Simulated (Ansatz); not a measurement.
# In2O3: the cost of one run

Computed with Ansatz 0.2.0 (DFT LDA, scalar-relativistic, plane waves, PAW, unless a step's input says otherwise).

1 further run of the same task is left out (set aside as unsound or not needed). Runs told in other sessions of the task aren't counted.

### Step 1. Starting point

Symmetry: R-3c, No. 167, trigonal system. The conventional cell has a = 5.462 Å, b = 5.462 Å, c = 14.372 Å, α = 90.00°, β = 90.00°, γ = 120.00°. Around In (site symmetry 3) lie 6 O at 2.11 to 2.24 Å. O (site symmetry 2) has 4 In at 2.11 to 2.24 Å in its first shell of neighbours.

Structure file:

```
In O
1.0
     2.73089    1.57668    4.79072
    -2.73089    1.57668    4.79072
     0.00000   -3.15336    4.79072
In O
4 6
Direct
  0.35768 0.35768 0.35768
  0.14232 0.14232 0.14232
  0.64232 0.64232 0.64232
  0.85768 0.85768 0.85768
  0.54553 0.95447 0.25000
  0.25000 0.54553 0.95447
  0.95447 0.25000 0.54553
  0.45447 0.04553 0.75000
  0.75000 0.45447 0.04553
  0.04553 0.75000 0.45447
```

This cell was relaxed beforehand with the same method: volume 12.38 Å³/atom, gap on the mesh 1.29 eV.

### Step 2. The reference cell

Reference values: F = -25161.3685 eV; pressure -0.01 GPa; largest force 0.000 eV/Å; gap on the mesh 1.29 eV. It was computed beforehand with the settings of the runs below.

### Step 3. Normal modes

input.yaml reads:

```yaml
crystal:
  lattice:
    - [2.7308926344, 1.5766815976, 4.7907162542]
    - [-2.7308926344, 1.5766815976, 4.7907162542]
    - [0.0, -3.1533631952, 4.7907162542]
  atoms:
    - { symbol: In, position: [0.3576778379, 0.3576778379, 0.3576778379] }
    - { symbol: In, position: [0.1423221621, 0.1423221621, 0.1423221621] }
    - { symbol: In, position: [0.6423221621, 0.6423221621, 0.6423221621] }
    - { symbol: In, position: [0.8576778379, 0.8576778379, 0.8576778379] }
    - { symbol: O, position: [0.5455327428, 0.9544672572, 0.25] }
    - { symbol: O, position: [0.25, 0.5455327428, 0.9544672572] }
    - { symbol: O, position: [0.9544672572, 0.25, 0.5455327428] }
    - { symbol: O, position: [0.4544672572, 0.0455327428, 0.75] }
    - { symbol: O, position: [0.75, 0.4544672572, 0.0455327428] }
    - { symbol: O, position: [0.0455327428, 0.75, 0.4544672572] }
basis:
  ecutwfc: 420
kpoints:
  mp_grid: { grid: [6, 6, 6] }
hamiltonian:
  xc: lda
scf:
  occupations: { method: gaussian, width: 0.05 }
output:
  eigenvalues: true
phonons:
  method: fd
  supercell: [1, 1, 1]
  amplitude: 0.02
  eigenvectors: true
  dielectric: false
```

Started as:

```
> ansatz run input.yaml --threads 2 --pin off --max-ram 5120MiB --backend cpu --events-out ev --progress --plain --runs-dir out
```

**Question.** How long does this run take on 2 threads of Arm Neoverse V2, shared host, and how much memory does it need?

About 2.8 min, with a peak of 0.8 GiB.
